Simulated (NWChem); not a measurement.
# AlClF2 (SMILES [F][Al]([F])[Cl]): B3LYP/6-31G(d) (Cartesian functions), part 2 of 2

NWChem 7.3.0. The steps go on from the part before.

## Step 3: The triplet: the energy at UB3LYP/6-31G(d) (Cartesian functions)

File a.nw:

```
start a
memory 2200 mb
geometry noautosym nocenter noautoz
F      0.997200     0.721760     1.149640
Al     0.069280    -0.050750     0.053570
F      0.273490    -1.653820    -0.164660
Cl    -1.339980     0.982810    -1.038560
end
basis cartesian
* library 6-31G*
end
dft
xc b3lyp
mult 3
grid xfine
convergence energy 1e-08
maxiter 100
mulliken
end
task dft energy
```

Launch:

```bash
$ nwchem a.nw > a.out
```

What it wrote:

```text
Northwest Computational Chemistry Package (NWChem) 7.3.0
             --------------------------------------------------------

           Job information
           ---------------

    nwchem branch   = 7.3.0
    use scalapack   = T
    input           = a.nw
    prefix          = a.
    data base       = ./a.db
    status          = startup
    nproc           =        1

           Memory information
           ------------------

    heap     =     72089598 doubles =      550.0 Mbytes
    stack    =     72089595 doubles =      550.0 Mbytes
    global   =    144179200 doubles =     1100.0 Mbytes (distinct from heap & stack)
    total    =    288358393 doubles =     2200.0 Mbytes
    verify   = yes
    hardfail = no

           Directory information
           ---------------------

  0 permanent = .
  0 scratch   = .

                                NWChem Input Module
                                -------------------

 Scaling coordinates for geometry "geometry" by  1.889725989
 (inverse scale =  0.529177249)

                             Geometry "geometry" -> ""
                             -------------------------

 Output coordinates in angstroms (scale by  1.889725989 to convert to a.u.)

  No.       Tag          Charge          X              Y              Z
 ---- ---------------- ---------- -------------- -------------- --------------
    1 F                    9.0000     0.99720000     0.72176000     1.14964000
    2 Al                  13.0000     0.06928000    -0.05075000     0.05357000
    3 F                    9.0000     0.27349000    -1.65382000    -0.16466000
    4 Cl                  17.0000    -1.33998000     0.98281000    -1.03856000

      Atomic Mass
      -----------

      F                 18.998400
      Al                26.981540
      Cl                34.968850

 Effective nuclear repulsion energy (a.u.)     198.3479495375

            Nuclear Dipole moment (a.u.)
            ----------------------------
        X                 Y               Z
 ---------------- ---------------- ----------------
   -19.7340494508    14.4743184150   -15.2959901721

            XYZ format geometry
            -------------------
     4
 geometry
 F                     0.99720000     0.72176000     1.14964000
 Al                    0.06928000    -0.05075000     0.05357000
 F                     0.27349000    -1.65382000    -0.16466000
 Cl                   -1.33998000     0.98281000    -1.03856000

 ==============================================================================
                                internuclear distances
 ------------------------------------------------------------------------------
       center one      |      center two      | atomic units |  angstroms
 ------------------------------------------------------------------------------
    2 Al               |   1 F                |     3.08157  |     1.63070
    3 F                |   2 Al               |     3.08156  |     1.63069
    4 Cl               |   2 Al               |     3.89440  |     2.06083
 ------------------------------------------------------------------------------
                         number of included internuclear distances:          3
 ==============================================================================

 ==============================================================================
                                 internuclear angles
 ------------------------------------------------------------------------------
        center 1       |       center 2       |       center 3       |  degrees
 ------------------------------------------------------------------------------
    1 F                |   2 Al               |   3 F                |   118.97
    1 F                |   2 Al               |   4 Cl               |   120.51
    3 F                |   2 Al               |   4 Cl               |   120.51
 ------------------------------------------------------------------------------
                            number of included internuclear angles:          3
 ==============================================================================

 Summary of "ao basis" -> "" (cartesian)
 ------------------------------------------------------------------------------
       Tag                 Description            Shells   Functions and Types
 ---------------- ------------------------------  ------  ---------------------
 *                           6-31G*                   on all atoms

                                 NWChem DFT Module
                                 -----------------

                      Basis "ao basis" -> "ao basis" (cartesian)
                      -----
  [basis functions not shown]

 Summary of "ao basis" -> "ao basis" (cartesian)
 ------------------------------------------------------------------------------
       Tag                 Description            Shells   Functions and Types
 ---------------- ------------------------------  ------  ---------------------
 F                           6-31G*                  6       15   3s2p1d
 Al                          6-31G*                  8       19   4s3p1d
 Cl                          6-31G*                  8       19   4s3p1d

 Summary of "ao basis" -> "ao basis" (cartesian)
 ------------------------------------------------------------------------------
       Tag                 Description            Shells   Functions and Types
[... 7 lines left out ...]
  convergence criterion.
[... 1 line left out ...]
  convergence criterion.
[... 15 lines left out ...]
          Convergence on energy requested:  1.00D-08
          Convergence on density requested:  1.00D-05
          Convergence on gradient requested:  5.00D-04
[... 22 lines left out ...]
          Spatial weights used:  Erf1
[... 1 line left out ...]
          Convergence Information
[... 1 line left out ...]
          Convergence aids based upon iterative change in
          total energy or number of iterations.
[... 68 lines left out ...]
   convergence    iter        energy       DeltaE   RMS-Dens  Diis-err    time
[... 28 lines left out ...]
         Total DFT energy =     -902.270148032432
      One electron energy =    -1645.934587166654
           Coulomb energy =      613.256193258376
    Exchange-Corr. energy =      -67.939703661678
 Nuclear repulsion energy =      198.347949537523
[... 5 lines left out ...]
                    DFT Final Alpha Molecular Orbital Analysis
[... 477 lines left out ...]
                     DFT Final Beta Molecular Orbital Analysis
[... 460 lines left out ...]
[... 4 lines of this table left out ...]
              MO Center=  5.9D-01, -4.3D-01,  4.6D-01, r^2= 3.5D+00
   Bfn.  Coefficient  Atom+Function         Bfn.  Coefficient  Atom+Function
  ----- ------------  ---------------      ----- ------------  ---------------
     6      6.561897  1 F  s                 40     -6.561920  3 F  s
    44      2.083877  3 F  dxx               49      2.079603  3 F  dzz
    13     -2.003482  1 F  dyy               10     -1.928882  1 F  dxx
[... 4 lines of this table left out ...]
              MO Center=  1.9D-01, -1.4D-01,  1.4D-01, r^2= 4.3D+00
   Bfn.  Coefficient  Atom+Function         Bfn.  Coefficient  Atom+Function
  ----- ------------  ---------------      ----- ------------  ---------------
     6      5.867056  1 F  s                 40      5.867860  3 F  s
    55      2.543351  4 Cl s                 44     -1.864991  3 F  dxx
    49     -1.868277  3 F  dzz               13     -1.762364  1 F  dyy
    10     -1.732984  1 F  dxx               15     -1.682499  1 F  dzz
    21     -1.482643  2 Al s                  2     -1.461907  1 F  s

     ---------------------------------------------
      Total Density - Mulliken Population Analysis
     ---------------------------------------------

    Atom       Charge   Shell Charges
 -----------   ------   -------------------------------------------------------
    1 F    9     9.32   1.99  0.96  3.29  0.94  2.08  0.06
    2 Al  13    12.66   2.00  1.99  5.97  0.82  0.79  0.69  0.15  0.25
    3 F    9     9.32   1.99  0.96  3.29  0.94  2.08  0.06
    4 Cl  17    16.70   2.00  1.99  5.97  1.53  3.52  0.42  1.31 -0.03

     --------------------------------------------
      Spin Density - Mulliken Population Analysis
     --------------------------------------------

    Atom       Charge   Shell Charges
 -----------   ------   -------------------------------------------------------
    1 F    9     0.17   0.00  0.01  0.14 -0.02  0.04  0.00
    2 Al  13     0.97   0.00  0.00 -0.00  0.19 -0.00  0.72 -0.01  0.07
    3 F    9     0.17   0.00  0.01  0.14 -0.02  0.04  0.00
    4 Cl  17     0.69   0.00  0.00  0.00  0.03  0.59 -0.08  0.13  0.01

     -------------------------------------------
      Total Density - Lowdin Population Analysis
     -------------------------------------------

    Atom       Charge   Shell Charges
 -----------   ------   -------------------------------------------------------
    1 F    9     9.24   1.98  0.87  3.17  0.52  2.20  0.50
    2 Al  13    12.81   2.00  1.97  5.88  0.35  0.84  0.54  0.34  0.88
    3 F    9     9.23   1.98  0.87  3.16  0.52  2.21  0.50
    4 Cl  17    16.73   2.00  1.98  5.91  0.69  3.25  0.42  1.68  0.80

     ------------------------------------------
      Spin Density - Lowdin Population Analysis
     ------------------------------------------

    Atom       Charge   Shell Charges
 -----------   ------   -------------------------------------------------------
    1 F    9     0.21   0.00  0.02  0.14  0.00  0.05  0.00
    2 Al  13     0.75   0.00  0.01 -0.00  0.12 -0.00  0.44 -0.00  0.18
    3 F    9     0.21   0.00  0.02  0.14  0.00  0.05 -0.00
    4 Cl  17     0.83   0.00  0.00  0.02  0.02  0.54  0.00  0.21  0.03

   alpha - beta orbital overlaps
   -----------------------------

   alpha      1      2      3      4      5      6      7      8      9     10
    beta      1      2      3      4      5      6      7      8      9     10
 overlap   1.000  1.000  0.995  0.995  1.000  1.000  1.000  1.000  1.000  1.000

   alpha     11     12     13     14     15     16     17     18     19     20
    beta     12     11     13     14     15     16     18     17     18     22
 overlap   1.000  1.000  1.000  1.000  1.000  0.995  0.622  0.992  0.775  0.996

   alpha     21     22     23     24     25     26     27     28     29     30
    beta     19     23     20     21     25     26     27     28     29     30
 overlap   0.977  0.722  0.978  1.000  0.994  0.996  0.997  0.999  0.995  0.996

   alpha     31     32     33     34     35     36     37     38     39     40
    beta     31     32     33     34     35     36     37     38     39     40
 overlap   0.998  0.997  0.999  0.994  0.999  0.994  0.999  1.000  0.998  0.972

   alpha     41     42     43     44     45     46     47     48     49     50
    beta     41     42     43     44     45     46     47     48     49     50
 overlap   0.998  1.000  0.972  1.000  0.998  0.989  0.990  0.996  1.000  0.996

   alpha     51     52     53     54     55     56     57     58     59     60
    beta     51     52     53     54     56     55     57     58     59     60
 overlap   1.000  1.000  1.000  1.000  1.000  1.000  1.000  1.000  1.000  1.000

   alpha     61     62     63     64     65     66     67     68
    beta     61     62     63     64     65     66     67     68
 overlap   1.000  1.000  1.000  1.000  1.000  0.999  1.000  0.999

     --------------------------
     Expectation value of S2:
     --------------------------
      <S2> =      2.0041 (Exact =     2.0000)

 center of mass
 --------------
 x =  -0.39416314 y =   0.28910640 z =  -0.30551846

 moments of inertia (a.u.)
 ------------------
         550.566728672702         135.260161630549        -236.828338187596
         135.260161630549         498.841616496917          44.125499003123
        -236.828338187596          44.125499003123         615.114209514479

     Multipole analysis of the density
     ---------------------------------

     L   x y z        total         alpha         beta         nuclear
     -   - - -        -----         -----         ----         -------
     0   0 0 0     -0.000000    -25.000000    -23.000000     48.000000

     1   1 0 0     -0.825977     10.274971      8.633102    -19.734049
[... 8 lines of this table left out ...]
     2   0 0 2    -25.662820    -71.794827    -62.830768    108.962775

 Task  times  cpu:       68.7s     wall:       68.7s
 Total times  cpu:       68.8s     wall:       68.8s
```

Run time: 69 s. Hardware: 1 thread of AMD EPYC 9B45 (Zen 5), shared host; peak memory 0.12 GiB.

## Step 4: What came out

What follows sums up all 2 parts.

Level: B3LYP/6-31G* (Cartesian functions).

```
                                        quantity          value
                           singlet: total energy  -902.52612 Eh
                          singlet: dipole moment         0.08 D
                            singlet: HOMO energy       -9.49 eV
                            singlet: LUMO energy       -1.59 eV
                          singlet: HOMO–LUMO gap        7.90 eV
               singlet: largest force on an atom     0.405 eV/Å
                           triplet: total energy  -902.27015 Eh
                          triplet: dipole moment         3.07 D
     triplet: HOMO energy (highest over α and β)       -3.28 eV
                                   triplet: ⟨S²⟩          2.004
vertical energy of the triplet above the singlet       6.965 eV
```

What this shows: At this shape the triplet lies 6.97 eV (672 kJ/mol) above the singlet. The largest force (singlet) is 0.40 eV/Å: the shape isn't a stationary point for this species at this level. Mulliken charges (singlet) run from -0.42 on F1 to +1.06 on Al2; they depend strongly on the basis. Mulliken charges (triplet) run from -0.32 on F1 to +0.34 on Al2.
